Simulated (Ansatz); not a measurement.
Task: a convergence test of the plane-wave cutoff of Cr, space group Cmcm, with Ansatz's Python interface. Give the script and its output. Level of theory (first run): r2SCAN, PAW, cutoff 250 eV, 16×16×8 k-points, Fermi-Dirac smearing of 0.15 eV, collinear spin. The script varies cutoff (eV): 250, 300, 350, 400.

Input file `cr.cif`:
```cif
data_Cr
_cell_length_a 2.720650
_cell_length_b 2.720650
_cell_length_c 4.064311
_cell_angle_alpha 90.00000
_cell_angle_beta 90.00000
_cell_angle_gamma 130.12758
_symmetry_space_group_name_H-M 'P 1'
_symmetry_Int_Tables_number 1
loop_
_symmetry_equiv_pos_as_xyz
'x, y, z'
loop_
_atom_site_label
_atom_site_type_symbol
_atom_site_fract_x
_atom_site_fract_y
_atom_site_fract_z
Cr1 Cr    0.129467    0.870533    0.750000
Cr2 Cr    0.870533    0.129467    0.250000
```

`ecut.py`
```python
import ansatz as az
from ase.io import read
from tabulate import tabulate

atoms = read('cr.cif')
crystal = az.Crystal.from_ase(atoms).moments(Cr=3.9)

job = (
    crystal.calculation()
    .functional('r2scan')
    .kpoints(16, 16, 8, center='gamma')
    .occupations('Fermi-Dirac', width=0.15)
    .spin('collinear')
)

rows = []
for value in [250, 300, 350, 400]:
    rep = job.basis(value).run(threads=1).report
    rows.append((value, rep['free_energy_ev'] / len(rep['lattice']['sites']), rep['n_iterations'], rep['magnetization_mub'], rep['n_pw']))

print(tabulate(rows, headers=['cutoff (eV)', 'F/atom (eV)', 'iterations', 'moment (muB)', 'plane waves'], floatfmt='.4f', tablefmt='grid'))

for row in rows[:-1]:
    shift = 1000 * (row[1] - rows[-1][1])
    print(f'{row[0]}: {shift:+.2f} meV/atom' + ('  (within 5 meV)' if abs(shift) < 5 else ''))
```

```console
$ python ecut.py
DeckWarning: basis.ecutwfc = 250 eV is below the records' recommended 500 eV, and the density's cutoff is lower with it unless basis.ecutrho_ratio is high enough to keep the records' density cutoff: compare with a run at a higher cutoff
RunWarning: the starting moments were not kept: the SCF closed with an absolute magnetisation of 3.7e-5 μB, where they sum to 7.8 μB in size (2 sites). That is at most 0.1 of that sum. Measured as dr2_m measures the in/out step, that magnetisation stands 7.8e-10 eV from none, at or under the dr2_threshold of 1.0e-7 [...]
DeckWarning: basis.ecutwfc = 300 eV is below the records' recommended 500 eV, and the density's cutoff is lower with it unless basis.ecutrho_ratio is high enough to keep the records' density cutoff: compare with a run at a higher cutoff
DeckWarning: basis.ecutwfc = 350 eV is below the records' recommended 500 eV, and the density's cutoff is lower with it unless basis.ecutrho_ratio is high enough to keep the records' density cutoff: compare with a run at a higher cutoff
DeckWarning: basis.ecutwfc = 400 eV is below the records' recommended 500 eV, and the density's cutoff is lower with it unless basis.ecutrho_ratio is high enough to keep the records' density cutoff: compare with a run at a higher cutoff
+---------------+---------------+--------------+----------------+---------------+
|   cutoff (eV) |   F/atom (eV) |   iterations |   moment (muB) |   plane waves |
+===============+===============+==============+================+===============+
|           250 |    -3380.5289 |           19 |        -0.0000 |           207 |
+---------------+---------------+--------------+----------------+---------------+
|           300 |    -3381.9214 |           21 |         0.0000 |           271 |
+---------------+---------------+--------------+----------------+---------------+
|           350 |    -3382.1133 |           20 |        -0.0000 |           353 |
+---------------+---------------+--------------+----------------+---------------+
|           400 |    -3382.1301 |           22 |         0.0000 |           411 |
+---------------+---------------+--------------+----------------+---------------+
250: +1601.19 meV/atom
300: +208.67 meV/atom
350: +16.72 meV/atom
```
(Warnings from the package without file and line, shortened, repeats left out.)

Caveats:
- The SCF didn't keep the moments it started from (some shrank, vanished or turned); what is printed is the state reached.
- The overall sign of a collinear moment is arbitrary, and semilocal functionals can give small moments to compounds that are paramagnetic.
- The smearing is wide enough that free energy and stress hold a thermal part of the electrons.
- r2SCAN tends to overestimate the moments of itinerant magnets.
- This isn't the structure that Cr takes at ambient conditions.
- Shifts are counted from the last row, which is itself no proven limit.
- Run time: 120 s on 1 thread of Intel(R) Xeon(R) 6975P-C (Granite Rapids) (shared host), peak memory 0.73 GiB.
